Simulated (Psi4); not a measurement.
# TiH4O4 (SMILES O[Ti](O)(O)O): BLYP/def2-SVP

Aim: the energy change on altering one bond length of TiH4O4 at BLYP/def2-SVP, from 2 runs. 

Program for the calculation: Psi4 1.11.

19 further runs of the same task are left out: 18 that didn't finish, 1 set aside as unsound or not needed.

**1. The system as given**

TiH4O4: 9 atoms, total charge 0, spin state singlet. SMILES: `O[Ti](O)(O)O`. The coordinates come from a PBE0-D4/def2-TZVP relaxation. This is one conformer, not always the lowest.

Bond lengths: O1–Ti2 1.801 Å, Ti2–O3 1.801 Å, Ti2–O4 1.801 Å, Ti2–O5 1.801 Å, O1–H6 0.958 Å, O3–H7 0.958 Å, O4–H8 0.958 Å, O5–H9 0.958 Å. Angles: O1–Ti2–O3 108.5°, O1–Ti2–O4 109.9°, O1–Ti2–O5 110.0°, O3–Ti2–O4 110.0°, O3–Ti2–O5 109.9°, O4–Ti2–O5 108.5°, Ti2–O1–H6 129.5°, Ti2–O3–H7 129.5°, Ti2–O4–H8 129.5°, Ti2–O5–H9 129.6°.

**2. A single-point energy at BLYP/def2-SVP**

Contents of job.inp:

```
memory 2200 MB

molecule {
  0 1
  O     -0.125250     1.268390    -1.272730
  Ti     0.000070     0.000090    -0.000050
  O      1.651710    -0.715310    -0.066120
  O     -1.235630    -1.279200    -0.283830
  O     -0.290490     0.726280     1.622320
  H     -0.813470     1.413950    -1.922910
  H      2.270980    -0.885970     0.644480
  H     -1.123140    -2.176250    -0.600550
  H     -0.334770     1.648010     1.879390
  symmetry c1
  no_reorient
  no_com
}

set puream true
set e_convergence 1e-09
set d_convergence 1e-08
set scf_type pk
set dft_radial_points 99
set dft_spherical_points 590

energy('blyp/def2-SVP')
```

Started as:

```bash
psi4 job.inp job.out -n 1
```

job.out:

```text
[...]
  Running in c1 symmetry.
[...]
  Nuclear repulsion =  327.335093136810883
[...]
  Multiplicity = 1
[...]
  Nalpha       = 29
  Nbeta        = 29
[...]
    Number of basis functions: 107
[...]
   @RKS iter   1: -1151.56234937856539   -8.81518e-02   1.56057e-02 ADIIS/DIIS
[...]
   @RKS iter  14: -1152.63604426180018    1.36424e-12   3.49708e-09 DIIS
[...]
    Orbital Energies [Eh]
    ---------------------
    Doubly Occupied:
       1A   -177.799678     2A    -19.506233     3A    -18.764046
       4A    -18.764003     5A    -18.763978     6A    -18.763972
       7A    -16.306224     8A    -16.305622     9A    -16.305622
      10A     -2.227875    11A     -1.391623    12A     -1.389378
      13A     -1.389373    14A     -0.849026    15A     -0.840027
      16A     -0.839432    17A     -0.839423    18A     -0.414181
      19A     -0.412943    20A     -0.412925    21A     -0.408869
      22A     -0.291842    23A     -0.284193    24A     -0.276357
      25A     -0.268048    26A     -0.268044    27A     -0.244557
      28A     -0.241910    29A     -0.241898
[...]
  @RKS Final Energy: -1152.63604426180018
   => Energetics <=
    Nuclear Repulsion Energy =            327.3350931368108832
    One-Electron Energy =               -2234.7038074097149547
    Two-Electron Energy =                 832.7279727023659461
    DFT Exchange-Correlation Energy =     -77.9953026912621823
    Empirical Dispersion Energy =           0.0000000000000000
    VV10 Nonlocal Energy =                  0.0000000000000000
    Total Energy =                      -1152.6360442618001798
[...]
 Multipole Moments:
 ------------------------------------------------------------------------------------
     Multipole            Electronic (a.u.)      Nuclear  (a.u.)        Total (a.u.)
 ------------------------------------------------------------------------------------
 L = 1.  Multiply by 2.5417464519 to convert [e a0] to [Debye]
 Dipole X            :         -0.0078058            0.0072943           -0.0005114
 Dipole Y            :         -0.0056953            0.0056692           -0.0000261
 Dipole Z            :          0.0073254           -0.0067463            0.0005790
 Magnitude           :                                                    0.0007730
[...]
```

It took 17 s on 1 thread of Intel Xeon 6975P-C (Granite Rapids), shared host; peak memory 1 GiB.

**3. The distorted shape at the same level**

Contents of input.inp:

```
memory 2200 MB

molecule mol {
  O     -0.35510222     3.59532300    -3.60766292
  Ti     0.00013228     0.00017008    -0.00009449
  O      3.12127954    -1.35173999    -0.12494869
  O     -2.33500229    -2.41733766    -0.53636097
  O     -0.54894654     1.37247029     3.06574049
  H     -1.65564953     3.87039154    -4.83632505
  H      4.29153023    -1.67424065     1.21789069
  H     -2.12242700    -4.11251648    -1.13487502
  H     -0.63262361     3.11428755     3.55153238
  units bohr
  symmetry c1
}

set {
  basis                def2-SVP
  reference            rks
  puream               true
  e_convergence        1e-09
  d_convergence        1e-08
  scf_type             pk
  dft_radial_points    99
  dft_spherical_points 590
}

energy_value, wavefunction = energy("blyp", return_wfn=True)
```

Started as:

```bash
psi4 input.inp input.out -n 1
```

input.out:

```text
[...]
  Running in c1 symmetry.
[...]
  Nuclear repulsion =  300.392787347535887
[...]
  Multiplicity = 1
[...]
  Nalpha       = 29
  Nbeta        = 29
[...]
    Number of basis functions: 107
[...]
   @RKS iter   1: -1151.23879406425453   -2.05513e-02   1.63195e-02 ADIIS/DIIS
[...]
   @RKS iter  21: -1152.53357915597189   -3.11502e-11   3.96370e-09 DIIS
[...]
    Orbital Energies [Eh]
    ---------------------
    Doubly Occupied:
       1A   -177.850634     2A    -19.550537     3A    -18.800375
       4A    -18.796675     5A    -18.795666     6A    -18.698665
       7A    -16.351172     8A    -16.350701     9A    -16.350502
      10A     -2.266704    11A     -1.430093    12A     -1.428454
      13A     -1.420827    14A     -0.877581    15A     -0.871141
      16A     -0.868683    17A     -0.753367    18A     -0.445383
      19A     -0.441636    20A     -0.439205    21A     -0.318377
      22A     -0.309317    23A     -0.302651    24A     -0.300090
      25A     -0.294853    26A     -0.282694    27A     -0.271133
      28A     -0.171576    29A     -0.152695
[...]
  @RKS Final Energy: -1152.53357915597189
   => Energetics <=
    Nuclear Repulsion Energy =            300.3927873475358865
    One-Electron Energy =               -2179.9320563907117503
    Two-Electron Energy =                 804.8801409102782145
    DFT Exchange-Correlation Energy =     -77.8744510230741867
    Empirical Dispersion Energy =           0.0000000000000000
    VV10 Nonlocal Energy =                  0.0000000000000000
    Total Energy =                      -1152.5335791559718928
[...]
 Multipole Moments:
 ------------------------------------------------------------------------------------
     Multipole            Electronic (a.u.)      Nuclear  (a.u.)        Total (a.u.)
 ------------------------------------------------------------------------------------
 L = 1.  Multiply by 2.5417464519 to convert [e a0] to [Debye]
 Dipole X            :          0.2695899           -0.0593253            0.2102646
 Dipole Y            :         -1.4771034            0.5933731           -0.8837303
 Dipole Z            :          1.5448926           -0.5954334            0.9494592
 Magnitude           :                                                    1.3140256
[...]
```

It took 23 s on 1 thread of Intel Xeon 6975P-C (Granite Rapids), shared host; peak memory 1 GiB.

**4. Summary of results**

At BLYP/def2-SVP:

| quantity | value |
| --- | --- |
| first shape: total energy | -1152.63604 Eh |
| first shape: dipole moment | 0.00 D |
| first shape: HOMO energy | -6.58 eV |
| first shape: LUMO energy | -1.53 eV |
| first shape: HOMO–LUMO gap | 5.05 eV |
| distorted shape: total energy | -1152.53358 Eh |
| distorted shape: dipole moment | 3.34 D |
| distorted shape: HOMO energy | -4.16 eV |
| distorted shape: LUMO energy | -2.91 eV |
| distorted shape: HOMO–LUMO gap | 1.25 eV |
| energy change with the O1–Ti2 bond stretched from 1.801 to 2.702 Å | 2.788 eV |

**Reading.** With the O1–Ti2 bond stretched from 1.801 to 2.702 Å the energy rises by 2.79 eV (64 kcal/mol). The first shape isn't relaxed at this level, so the change isn't measured from a minimum. A restricted reference can't describe the breaking bond well at this length.
